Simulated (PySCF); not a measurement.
# H8In2N2 ((H2In-mu-NH2)2): the cost of one run

Programs: PySCF 2.14.0, with routines of our own; each step states its level. All values are computed. Atoms count from 0.

## 1. The starting structure

12 atoms, charge 0, multiplicity 1; geometry from: GFN2-xTB.

## 2. Relaxing the molecule at PBE0-D3(BJ)/def2-SVP

The job: settings as JSON, then the geometry in Å.

```
{"job": {"xc": "PBE0", "basis": "def2-SVP", "d3": "d3bj", "grid": 1, "maxiter": 30, "shake": 0.03, "kind": "geom"}, "charge": 0, "multiplicity": 1}
In    -1.478160    -0.218900    -0.525040
H     -2.295700     1.273620    -1.046190
H     -2.251490    -1.702860    -0.548770
N     -0.409340     0.231580     1.386920
In     1.530190     0.126940     0.504880
H      2.273560    -1.263040     1.034990
H      2.212320     1.697210     0.518280
N      0.554940    -0.212030    -1.412260
H     -0.750770     1.131600     1.892450
H     -0.695200    -0.496670     2.133340
H      0.665010     0.470410    -2.081710
H      0.760110    -1.120600    -1.805910
```

Launch:

```bash
$ OMP_NUM_THREADS=1 python heavy_run.py task.json out
```

This one command runs all jobs of the session in turn.

**Question.** How long does this first job take on 1 thread of Intel Xeon Platinum 8488C, shared host, and how much memory does it need?

About 66 s, with a peak of 0.46 GiB.
